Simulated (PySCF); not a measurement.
**C₂H₉FGeN₂: electronic excitations**

Wanted: the electronic excitations of C₂H₉FGeN₂ (`CC[NH][Ge@H]([NH2])[F]`), by calculation.

The runs use PySCF 2.14.0, with density-fitted response routines of our own; the level of theory stands in each step. All values are computed, except where a source is named. Atoms are numbered from 0 throughout.

## Step 1: Starting geometry

15 atoms, charge 0, multiplicity 1; geometry from: GFN2-xTB.

Bonds of the start (Å): C0–C1 1.53, C1–N2 1.45, N2–Ge3 1.80, Ge3–N4 1.80, Ge3–F5 1.77, C0–H6 1.09, C0–H7 1.09, C0–H8 1.09, C1–H9 1.09, C1–H10 1.10, N2–H11 1.01, Ge3–H12 1.51, N4–H13 1.01, N4–H14 1.01.

## Step 2: Ultraviolet spectrum: CAM-B3LYP/def2-SVPD

The job: settings as JSON, then the geometry in Å.

```
{"job": {"kind": "uv", "xc": "CAM-B3LYP", "basis": "def2-SVPD", "nstates": 8, "ntriplets": 3}, "charge": 0, "multiplicity": 1}
C     -2.209950    -0.162352     0.029395
C     -1.163169    -0.701393    -0.940893
N      0.180364    -0.713402    -0.391106
Ge     1.276353     0.708466    -0.376537
N      2.829666     0.184166     0.367318
F      0.791303     1.991962     0.745580
H     -1.933358     0.842373     0.344243
H     -3.187505    -0.129255    -0.445282
H     -2.270735    -0.796054     0.911901
H     -1.142825    -0.075971    -1.837862
H     -1.426149    -1.721607    -1.243806
H      0.242287    -1.309628     0.423172
H      1.197428     1.428007    -1.696173
H      3.402551    -0.460941    -0.154769
H      3.409325     0.923619     0.737254
```

Level: TDDFT CAM-B3LYP/def2-SVPD, vertical, gas phase, core orbitals frozen in the response.

Launch:

```sh
$ OMP_NUM_THREADS=1 python probes_run.py task.json out
```

The driver reads the jobs from task.json and runs them one after another.

Predict these results of the whole session: lowest singlet (CAM-B3LYP/def2-SVPD); brightest single state of those computed; lowest triplet.

**Answer**, as computed:

```
                                quantity                        value
    lowest singlet (CAM-B3LYP/def2-SVPD)  6.62 eV (187 nm), f = 0.022
brightest single state of those computed  state 8, 8.26 eV, f = 0.102
                          lowest triplet                      6.26 eV
```

In words: The lowest singlet, at 6.62 eV, is HOMO→LUMO+1 0.39, HOMO→LUMO 0.35 and is weak; of the 8 states computed, the strongest absorption comes from state 8 at 8.26 eV (the last computed, so partners may be missing). The lowest triplet lies 0.36 eV below the lowest singlet (triplets in Tamm-Dancoff, singlets in full TDDFT).
